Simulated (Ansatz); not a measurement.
**C3H7BO: a ladder of functionals and wavefunction methods**

Aim: compute C3H7BO with functionals from several rungs and with coupled cluster. The yardstick is the atomisation energy at the CCSD(T) limit.

The runs use Ansatz 0.2.0, Gaussian basis; functionals in def2-TZVPP, the program's frozen cores in correlated methods.

The runs, in order: LDA (SPW92), PBE-D4, revPBE-D4, BLYP-D4, r2SCAN-D4, B97M-V, PBE0-D4, B3LYP-D4, r2SCANh-D4, r2SCAN0-D4, HSE06-D4, BHLYP-D4, CAM-B3LYP-D4, LC-ωPBE, ωB97X-V, ωB97M-V, B2PLYP, PBE-QIDH; CCSD(T)/def2-SVP; CCSD(T)/def2-TZVPP; MP2/def2-QZVPP; extrapolation to the limit; RPA on PBE.

### Step 1. The geometry

An earlier PBE0-D4 in a triple-zeta def2 set relaxation fixed the geometry.

SMILES `CB1OC1C`, 12 atoms, charge 0, spin multiplicity 1.

Atoms are counted from 1 here; the program's logs count them from 0.

Bond lengths: C1–B2 1.544 Å, C1–H6 1.091 Å, C1–H7 1.094 Å, C1–H8 1.094 Å, B2–O3 1.335 Å, B2–C4 1.517 Å, O3–C4 1.507 Å, C4–C5 1.497 Å, C4–H9 1.089 Å, C5–H10 1.092 Å, C5–H11 1.094 Å, C5–H12 1.094 Å. Angles: B2–C1–H6 112.7°, B2–C1–H7 110.1°, B2–C1–H8 110.3°, H6–C1–H7 108.7°, H6–C1–H8 108.8°, H7–C1–H8 106.1°, C1–B2–O3 138.6°, C1–B2–C4 157.9°, O3–B2–C4 63.4°, B2–O3–C4 64.2°, B2–C4–O3 52.4°, B2–C4–C5 125.1°, B2–C4–H9 119.9°, O3–C4–C5 114.6°, O3–C4–H9 110.3°, C5–C4–H9 114.4°, C4–C5–H10 111.8°, C4–C5–H11 111.6° and more.

### Step 2. LDA

This LDA is Slater exchange with PW92 correlation.

The input, in.yaml:

```yaml
crystal:
  periodic: [false, false, false]
  atoms:
    - {symbol: C, position_ang: [-2.115363, 0.231482, 0.008940]}
    - {symbol: B, position_ang: [-0.616454, 0.286006, 0.375007]}
    - {symbol: O, position_ang: [0.162411, 0.085424, 1.439959]}
    - {symbol: C, position_ang: [0.876384, 0.454237, 0.165372]}
    - {symbol: C, position_ang: [1.795549, -0.602974, -0.362951]}
    - {symbol: H, position_ang: [-2.747114, -0.028937, 0.860054]}
    - {symbol: H, position_ang: [-2.280834, -0.500434, -0.787629]}
    - {symbol: H, position_ang: [-2.443007, 1.195179, -0.392085]}
    - {symbol: H, position_ang: [1.330902, 1.439703, 0.259290]}
    - {symbol: H, position_ang: [1.297312, -1.571506, -0.440802]}
    - {symbol: H, position_ang: [2.678966, -0.722302, 0.271585]}
    - {symbol: H, position_ang: [2.137948, -0.321079, -1.362739]}
basis:
  gaussian: {orbitals: def2-TZVPP}
hamiltonian: {xc: lda}
output: {orbitals: {seedname: orbitals}}
```

After this run come: PBE-D4 (GGA); revPBE-D4 (GGA); BLYP-D4 (GGA); r2SCAN-D4 (meta-GGA); B97M-V (meta-GGA); PBE0-D4 (hybrid); B3LYP-D4 (hybrid); r2SCANh-D4 (hybrid); r2SCAN0-D4 (hybrid); HSE06-D4 (hybrid); BHLYP-D4 (hybrid); CAM-B3LYP-D4 (range-separated); LC-ωPBE (range-separated); ωB97X-V (range-separated); ωB97M-V (range-separated); B2PLYP (double hybrid); PBE-QIDH (double hybrid); CCSD(T) in def2-SVP; CCSD(T) in def2-TZVPP; MP2 in def2-QZVPP; RPA on PBE orbitals.

Before running them: what should the planned runs give, taken together? Wanted: atomisation energy, CCSD(T)/CBS; farthest beyond LDA; mean size of error, GGA; mean size of error, meta-GGA; mean size of error, hybrid; mean size of error, range-separated; mean size of error, double hybrid; gap, smallest and largest; T1 diagnostic.

**Answer**, as computed:

| quantity | value |
| --- | --- |
| atomisation energy, CCSD(T)/CBS | 4891.9 kJ/mol |
| functionals within 24.5 kJ/mol (0.5 %) | revPBE-D4, BLYP-D4, B3LYP-D4, r2SCANh-D4, r2SCAN0-D4, ωB97X-V, B2PLYP, PBE-QIDH |
| farthest beyond LDA | PBE-D4 (+141.1 kJ/mol) |
| mean size of error, GGA | 57.3 kJ/mol |
| mean size of error, meta-GGA | 44.3 kJ/mol |
| mean size of error, hybrid | 49.2 kJ/mol |
| mean size of error, range-separated | 33.9 kJ/mol |
| mean size of error, double hybrid | 16.5 kJ/mol |
| gap, smallest and largest | 5.31 eV (LDA (SPW92)), 12.93 eV (LC-ωPBE) |
| T1 diagnostic | 0.0134 |
| triples share of the correlation energy | 4.0 % |

In words: LDA overbinds by 725.8 kJ/mol (15 %). PBE-D4 misses by +141.1 kJ/mol. Double hybrids carry the basis error of their MP2 part in triple zeta, and no dispersion term here, so their miss is partly the set-up's. By mean error the best rung here is double hybrid (16.5 kJ/mol) and the worst beyond LDA is GGA (57.3 kJ/mol). The reference freezes the cores and leaves out relativity and excitations past (T), so misses under about 24.5 kJ/mol can't be ranked. Hartree-Fock recovers 75 % of the binding; the rest is correlation. CCSD(T) in def2-SVP is off by -185.0 kJ/mol, which most functionals beat. Orbital gaps span 5.3 to 12.9 eV; exact exchange widens them.
